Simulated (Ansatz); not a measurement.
What does this script print? It uses Ansatz 0.2.0 through its Python package.

`energy_ch4bno3.py`:
```python
"""Single point of CH4BNO3."""

import logging
import sys

import ansatz as az
from ase import Atoms

logging.basicConfig(stream=sys.stdout, format="[%(levelname)s] %(message)s")
logger = logging.getLogger("ansatz_job")
logger.setLevel(logging.INFO)


def main() -> None:
    atoms = Atoms(["N", "C", "O", "O", "B", "O", "H", "H", "H", "H"], positions=[
        (1.288, -0.8668, 0.192),
        (-0.0199, -1.1136, 0.0276),
        (-0.4111, -2.4028, -0.346),
        (-0.9569, -0.1613, 0.2575),
        (-0.9198, 1.3012, 0.0668),
        (0.1847, 1.9252, -0.6593),
        (1.6044, 0.1138, 0.4997),
        (0.3605, -3.1015, -0.5018),
        (-1.8475, 1.9989, 0.4043),
        (0.8008, 2.2558, 0.062),
    ])
    ch4bno3 = az.Crystal.molecule_from_ase(atoms)

    model = (
        ch4bno3.calculation()
        .basis(gaussian="def2-SVPD")
        .functional("b3lyp")
    )
    trace = []
    out = model.session().plan().execute(on_event=trace.append)
    summary = out.report
    for event in trace:
        if event["event"] == "mean_field_evaluation" and event["data"]["evaluation"] <= 25:
            logger.info("pass {evaluation:3d}  E = {energy_ev:.6f} eV  gradient {gradient_ev:.1e}".format(**event["data"]))

    logger.info(f"E = {summary['free_energy_ev']:.6f} eV = {summary['free_energy_ev'] / 27.211386246:.7f} Ha")
    print("converged:", summary["converged"], " doubts:", summary["published_state_doubts"] or "none")


if __name__ == "__main__":
    main()
```

```console
$ python energy_ch4bno3.py
[INFO] pass   1  E = -9391.931110 eV  gradient 8.2e+01
[INFO] pass   2  E = -9365.591634 eV  gradient 1.4e+02
[INFO] pass   3  E = -9403.215818 eV  gradient 1.9e+01
[INFO] pass   4  E = -9403.697209 eV  gradient 1.2e+01
[INFO] pass   5  E = -9403.966591 eV  gradient 2.6e+00
[INFO] pass   6  E = -9403.979315 eV  gradient 1.0e+00
[INFO] pass   7  E = -9403.981123 eV  gradient 2.0e-01
[INFO] pass   8  E = -9403.979147 eV  gradient 2.1e-01
[INFO] pass   9  E = -9403.979236 eV  gradient 5.7e-02
[INFO] pass  10  E = -9403.966673 eV  gradient 2.5e-01
[INFO] pass  11  E = -9403.966786 eV  gradient 3.4e-02
[INFO] pass  12  E = -9403.966786 eV  gradient 3.3e-02
[INFO] pass  13  E = -9403.966788 eV  gradient 1.1e-02
[INFO] pass  14  E = -9403.966788 eV  gradient 9.7e-04
[INFO] pass  15  E = -9403.966788 eV  gradient 3.9e-04
[INFO] pass  16  E = -9403.966788 eV  gradient 4.0e-04
[INFO] pass  17  E = -9403.966788 eV  gradient 5.7e-05
[INFO] pass  18  E = -9403.966788 eV  gradient 5.7e-05
[INFO] E = -9403.967081 eV = -345.5894160 Ha
converged: True  doubts: none
```

Total energies depend on the basis set; only differences at equal settings carry meaning. The geometry is a force-field or estimated start, not a minimum of this method, and the basis set is short of its limit. b3lyp holds the VWN-RPA fit, as in Gaussian; the form of ORCA and Turbomole is b3lyp5. Early passes use coarser integrals and grids, so their energies can't be compared with the last. It ran for 4.6 s on 1 thread of Intel(R) Xeon(R) Platinum 8488C (Sapphire Rapids), with other jobs on the host, peak memory 0.35 GiB.

(A comment or docstring line of the script was reworded after the run, the code is as it ran; lines on the test bed's own set-up are left out of the output.)
